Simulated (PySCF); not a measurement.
The system is C2FClH4, in a box.

```
CELL_PARAMETERS angstrom
11.00000 0.00000 0.00000
0.00000 12.00000 0.00000
0.00000 0.00000 12.00000
ATOMIC_POSITIONS crystal
C 0.49936 0.58022 0.51677
C 0.48655 0.45659 0.53795
F 0.58889 0.42144 0.59810
Cl 0.48794 0.37606 0.41080
H 0.42078 0.60610 0.46882
H 0.50656 0.62300 0.59750
H 0.57871 0.59561 0.47589
H 0.41317 0.43365 0.58270
```

The cell isn't the ideal one: atoms moved at random, drawn with an rms of 0.05 Å.

Base run:

```yaml
Program: PySCF 2.14.0
Functional: PBE
Potentials_or_basis: def2-svp (all-electron)
k_mesh: 1 × 1 × 1
Occupations: fixed
Spin: no spin polarisation
```

Its results: gap between the frontier levels 7.01 eV.

Task: The run is repeated on the same cell with these changes: functional from PBE to PBE50. What comes out?

Result: Gap between the frontier levels 12.37 eV.

PBE50 gives the wider gap, since exact exchange removes part of the self-interaction.

Caveats: this is a molecule in a periodic box at the Γ point, so its band gap is the HOMO-LUMO gap; the basis of atomic orbitals isn't converged, which shifts pressures, moduli and gaps.

